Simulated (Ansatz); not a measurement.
# GaMo: the cost of one run

Computed with Ansatz 0.2.0 (DFT PBE, scalar-relativistic, plane waves, PAW, unless a step's input says otherwise).

## Step 1: The starting structure

The structure is cubic, space group Pm-3m (No. 221). Conventional cell: a = 3.213 Å, b = 3.213 Å, c = 3.213 Å, α = 90.00°, β = 90.00°, γ = 90.00°. Around Ga (site symmetry m-3m) lie 8 Mo at 2.78 Å. Around Mo (site symmetry m-3m) lie 8 Ga at 2.78 Å.

Coordinates:

```
CELL_PARAMETERS angstrom
3.21297 0.00000 0.00000
0.00000 3.21297 0.00000
0.00000 0.00000 3.21297
ATOMIC_POSITIONS crystal
Ga 0.00000 0.00000 0.00000
Mo 0.50000 0.50000 0.50000
```

This is candidate A: caesium chloride type (Pm-3m, No. 221).

(A quick probe on a coarse mesh, which set the mesh and smearing, is not shown.)

## Step 3: Coarse relaxation (candidate A)

The input, input.yaml:

```yaml
crystal:
  lattice:
    - [3.2129698922, 0.0, 0.0]
    - [0.0, 3.2129698922, 0.0]
    - [0.0, 0.0, 3.2129698922]
  atoms:
    - { symbol: Ga, position: [0.0, 0.0, 0.0] }
    - { symbol: Mo, position: [0.5, 0.5, 0.5] }
basis:
  ecutwfc: 420
kpoints:
  mp_grid: { grid: [6, 6, 6] }
hamiltonian:
  xc: pbe
scf:
  occupations: { method: gaussian, width: 0.1 }
  lower_state_search: "off"
output:
  forces: true
  stress: true
  eigenvalues: true
relax:
  adjacent_minimum: "off"
  f_tol: 0.04
  max_steps: 70
  cell: { stress_tol: 0.4 }
```

The run is started by

```
ansatz run input.yaml --threads 1 --pin off --max-ram 2560MiB --backend cpu --events-out ev --progress --plain --runs-dir out
```

Q: Estimate wall time and peak memory on 1 thread of Arm Neoverse V2, shared host.

About 4 s, with a peak of 0.29 GiB.
